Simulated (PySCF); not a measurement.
# Co(OH)2: quartet, from a PBE0 minimum start

Where does quartet Co(OH)2 go from a PBE0 minimum start, is the end point a minimum, and what are its modes, charges and moments?

Method: PBE0, basis Co def2-SVP, O def2-SVP, H def2-SVP, no relativity, density fitting; program: PySCF 2.14.0.

### 1 Starting geometry

5 atoms, charge 0, spin multiplicity 4.

Bond lengths: Co1–O2 1.735 Å, Co1–O3 1.735 Å, O2–H4 0.958 Å, O3–H5 0.958 Å. Angles: O2–Co1–O3 180.0°, Co1–O2–H4 136.6°, Co1–O3–H5 136.6°.

Coordinates in bohr (charge 0 multiplicity 4):
```
Co    0.0000    0.0000    0.0000
O    -0.0844    0.0000    3.2778
O     0.0844    0.0000   -3.2778
H    -1.3605    0.0000    4.5608
H     1.3605    0.0000   -4.5608
```

### 2 Finding the electronic state

The steps below are one call of a driver around PySCF. For each, scf.py gives the equivalent set-up of the SCF; relaxations use the driver's own optimiser. After this first run the driver tries any further starts and a stability analysis.

File scf.py:

```python
from pyscf import gto, scf, dft
mol = gto.M(atom='''
Co     0.000000     0.000000    -0.000000
O     -0.044639     0.000000     1.734548
O      0.044639     0.000000    -1.734548
H     -0.719941     0.000000     2.413447
H      0.719941     0.000000    -2.413447''',
    basis={'Co': 'def2-SVP', 'O': 'def2-SVP', 'H': 'def2-SVP'},
    charge=0, spin=3)
mf = dft.UKS(mol, xc='PBE0')
mf.grids.atom_grid = (50, 194)
aux = {'Co': 'def2-universal-JKFIT', 'O': 'def2-universal-JKFIT', 'H': 'def2-universal-JKFIT'}
mf = mf.density_fit(auxbasis=aux)
mf.conv_tol = 1e-08
mf.diis_space = 10
mf.max_cycle = 60
mf.init_guess = 'minao'
mf.verbose = 4
mf.kernel()
```

Run with:

```console
> OMP_NUM_THREADS=2 python axn.py task.json out
```

Log, cut to the lines that bear on the results:

```text
[... the frontier levels of the middle cycles are left out ...]
init E= -1532.76618804269
[... the frontier-level lines of each cycle are left out ...]
cycle= 1 E= -1516.48957833932  delta_E= 16.3  |g|= 3.24  |ddm|= 6.54
cycle= 2 E= -1496.04600375475  delta_E= 20.4  |g|= 5.32  |ddm|= 8.97
cycle= 3 E= -1526.3695929211  delta_E= -30.3  |g|= 3.48  |ddm|= 5.86
cycle= 4 E= -1528.73066775872  delta_E= -2.36  |g|= 3.19  |ddm|= 0.984
cycle= 5 E= -1527.9573323481  delta_E= 0.773  |g|= 3.32  |ddm|= 0.402
cycle= 6 E= -1528.57145911522  delta_E= -0.614  |g|= 3.22  |ddm|= 0.326
cycle= 7 E= -1528.46285646698  delta_E= 0.109  |g|= 3.24  |ddm|= 0.224
cycle= 8 E= -1528.58452981122  delta_E= -0.122  |g|= 3.24  |ddm|= 0.281
cycle= 9 E= -1528.44502810103  delta_E= 0.14  |g|= 3.27  |ddm|= 0.0739
cycle= 10 E= -1528.39473255185  delta_E= 0.0503  |g|= 3.28  |ddm|= 0.0523
cycle= 11 E= -1528.32750303654  delta_E= 0.0672  |g|= 3.29  |ddm|= 0.317
cycle= 12 E= -1514.83328143092  delta_E= 13.5  |g|= 3.56  |ddm|= 8.23
cycle= 13 E= -1529.40528954394  delta_E= -14.6  |g|=    3  |ddm|=  8.2
cycle= 14 E= -1528.40655585974  delta_E= 0.999  |g|= 3.26  |ddm|= 0.577
[... 46 cycles left out ...]
SCF not converged.
init E= -1532.76618804269
[... 20 cycles left out ...]
SCF not converged.
init E= -1533.74787514045
[... 2 cycles left out ...]
cycle= 3 E= -1533.74800259035  delta_E= -0.000631  |g|= 0.0068  |ddm|= 0.0206
cycle= 4 E= -1533.74802779308  delta_E= -2.52e-05  |g|= 0.00297  |ddm|= 0.00446
cycle= 5 E= -1533.74803753705  delta_E= -9.74e-06  |g|= 0.00271  |ddm|= 0.00251
cycle= 6 E= -1533.74819590974  delta_E= -0.000158  |g|= 0.00242  |ddm|= 0.0461
cycle= 7 E= -1533.74830961945  delta_E= -0.000114  |g|= 0.00238  |ddm|= 0.0419
cycle= 8 E= -1533.74838603009  delta_E= -7.64e-05  |g|= 0.00194  |ddm|= 0.0359
cycle= 9 E= -1533.74847359504  delta_E= -8.76e-05  |g|= 0.00328  |ddm|= 0.0656
cycle= 10 E= -1533.74849177698  delta_E= -1.82e-05  |g|= 0.00159  |ddm|= 0.0209
cycle= 11 E= -1533.74850293551  delta_E= -1.12e-05  |g|= 0.00197  |ddm|= 0.0246
cycle= 12 E= -1533.74850639649  delta_E= -3.46e-06  |g|= 0.000827  |ddm|= 0.0121
cycle= 13 E= -1533.74850702663  delta_E= -6.3e-07  |g|= 0.00047  |ddm|= 0.00554
cycle= 14 E= -1533.74850716734  delta_E= -1.41e-07  |g|= 9.55e-05  |ddm|= 0.00129
cycle= 15 E= -1533.74850718893  delta_E= -2.16e-08  |g|= 5.91e-05  |ddm|= 0.000785
cycle= 16 E= -1533.74850719485  delta_E= -5.92e-09  |g|= 2.93e-05  |ddm|= 0.00046
Extra cycle  E= -1533.74850719587  delta_E= -1.02e-09  |g|= 3.06e-05  |ddm|= 6.86e-05
converged SCF energy = -1533.74850719587  <S^2> = 3.7606147  2S+1 = 4.0053038
```

This step, with its further starts and checks, ran for 19 s (2 threads of Intel Xeon 6975P-C (Granite Rapids), shared host).

The starts that the driver tried:

| start | energy (Eh) |
| --- | --- |
| the minimal-basis guess | -1533.748507 |
| a thermally smeared density | -1533.725766 |
| a smeared PBE density | -1533.748507 |

Where DIIS stalls, the driver goes on with a level shift of 0.3 Eh and then with a second-order solver.

No lower solution of this spin turned up from the other starts or in the test of internal stability.

### 3 PBE0 minimum start, quartet: relaxation

The program finds C2h symmetry in the start, which this walk keeps. Threshold on the gradient: 0.0003 Eh/bohr, with a further test on the energy change.

scf.py, as its differences from that of step 2:

```diff
@@ -3 +3 @@
-Co     0.000000     0.000000    -0.000000
+Co     0.000000     0.000000     0.000000
@@ -17 +16,0 @@
-mf.init_guess = 'minao'
```

Steps of the walk:

| step | energy (Eh) | change (kJ/mol) | largest symmetric gradient (Eh/bohr) |
| --- | --- | --- | --- |
| 0 | -1533.748507 | 0.00 | 0.00017 |

The walk took 0.8 s.

It settles in C2h symmetry, 0.0 kJ/mol below the start, after 0 steps: Co–O 1.735 Å (×2), O–H 0.958 Å (×2); Co–O–H 136.6° (×2), O–Co–O 180.0°.

### 4 Vibrations and properties at this point

On the finer grid the gradient is checked again; gradients at displacements of ±0.02 bohr then give force constants and infrared intensities.

scf.py, as its differences from that of step 3:

```diff
@@ -4,4 +4,4 @@
-O     -0.044639     0.000000     1.734548
-O      0.044639     0.000000    -1.734548
-H     -0.719941     0.000000     2.413447
-H      0.719941     0.000000    -2.413447''',
+O     -0.050414     0.000000     1.732868
+O      0.050414     0.000000    -1.732868
+H     -0.717565     0.000000     2.419499
+H      0.717565     0.000000    -2.419499''',
@@ -11 +11 @@
-mf.grids.atom_grid = (50, 194)
+mf.grids.atom_grid = (75, 302)
@@ -14 +14 @@
-mf.conv_tol = 1e-08
+mf.conv_tol = 1e-10
```

This SCF starts from the last density.

Log of the central SCF (cycles and frontier levels):

```text
init E= -1533.74857915637
[... the frontier-level lines of each cycle are left out ...]
cycle= 1 E= -1533.74857915637  delta_E= -4.55e-13  |g|= 5.52e-06  |ddm|= 8.05e-06
Extra cycle  E= -1533.74857915632  delta_E= 5.18e-11  |g|= 1.28e-05  |ddm|= 1.24e-05
converged SCF energy = -1533.74857915632  <S^2> = 3.7607285  2S+1 = 4.0053606
```

The whole step took 55 s.

Geometry: C2h; Co–O 1.734 Å (×2), O–H 0.957 Å (×2); Co–O–H 137.5° (×2), O–Co–O 180.0°.

Harmonic modes (main isotopes):

```json
{"symmetry": "au", "ω (cm⁻¹)": "90", "IR (km/mol)": "12.7"}
{"symmetry": "bu", "ω (cm⁻¹)": "147", "IR (km/mol)": "17.1"}
{"symmetry": "au", "ω (cm⁻¹)": "301", "IR (km/mol)": "198"}
{"symmetry": "ag", "ω (cm⁻¹)": "381", "IR (km/mol)": "0.0"}
{"symmetry": "bu", "ω (cm⁻¹)": "430", "IR (km/mol)": "366"}
{"symmetry": "ag", "ω (cm⁻¹)": "674", "IR (km/mol)": "0.0"}
{"symmetry": "bu", "ω (cm⁻¹)": "833", "IR (km/mol)": "140"}
{"symmetry": "bu", "ω (cm⁻¹)": "3987", "IR (km/mol)": "257"}
{"symmetry": "ag", "ω (cm⁻¹)": "3989", "IR (km/mol)": "0.0"}
```

No imaginary mode, so this is a minimum.

Properties at this point:

| Item | Value |
| --- | --- |
| Dipole moment | 0.00 D |
| Highest occupied level | -7.12 eV |
| Lowest empty level | -1.89 eV |
| Rotational constants | 22.5, 0.1558, 0.1547 cm⁻¹ |
| Zero-point energy | 64.8 kJ/mol |
| Principal polarisabilities | 16.3, 18.0, 44.4 bohr³ |
| Atomisation energy without zero-point energy | 1592 kJ/mol |
| Principal traceless quadrupole moments about the centre of mass | -8.54, -1.15, 9.68 D Å |
| Entropy at 298.15 K and 1 bar (electronic part: spin only) | 300.1 J/(mol K) |
| Heat capacity Cp at 298.15 K | 74.8 J/(mol K) |
| Enthalpy at 298.15 K above 0 K | 16.80 kJ/mol |
| Rotational symmetry number | 2 |
| Spin squared ⟨S²⟩ | 3.761 |

Charges (e) and bond orders:

| atom | Mulliken | Löwdin | polar tensor | spin (Mulliken) | Mayer order to Co1 |
| --- | --- | --- | --- | --- | --- |
| Co1 | 0.79 | 0.55 | 1.11 | 2.68 | – |
| O2,3 | -0.58 | -0.34 | -0.86 | 0.16 | 1.00 |
| H4,5 | 0.19 | 0.07 | 0.31 | 0.00 | 0.02 |

Outer orbital energies (eV). α occupied: -12.04, -11.50, -10.25, -8.76, -8.60, -8.58, -7.64, -7.41; empty: -0.03, 2.69, 2.78, 3.04. β occupied: -14.09, -12.52, -9.03, -8.75, -8.45, -8.11, -7.90, -7.12; empty: -1.89, -1.64, -1.40, 0.53.

Mulliken populations on Co1: s 6.68, p 12.39, d 7.14, f 0.00.

### 5 Outcome

| quantity | value |
| --- | --- |
| minimum | quartet, C2h |
| geometry | Co–O 1.734 Å (×2), O–H 0.957 Å (×2); Co–O–H 137.5° (×2), O–Co–O 180.0° |
| wavenumbers (cm⁻¹) | 90 (au), 147 (bu), 301 (au), 381 (ag), 430 (bu), 674 (ag), 833 (bu), 3987 (bu), 3989 (ag) |
| dipole moment | 0.00 D |
| highest occupied, lowest empty level (either spin) | -7.12, -1.89 eV |
| polar-tensor charge of Co1 | +1.11 e |
| zero-point energy | 64.8 kJ/mol |
| entropy at 298.15 K | 300.1 J/(mol K) |
| atomisation energy (no zero-point energy) | 1592 kJ/mol |
| ⟨S²⟩ | 3.761 |

In words: The molecule stays C2h, as typed, and the end point is a minimum. The strongest infrared band lies at 430 cm⁻¹ (bu). The dipole vanishes although Co1 carries +1.1 e by the polar tensor: the bond dipoles cancel. Most of the spin sits on Co1 (Mulliken spin 2.68, against 3 for the whole molecule). Other starts or spin states, not run here, may lie lower. Open d and f shells are described by one determinant, and the ground state may have another occupation or spin.

The search up to here took 75 s.
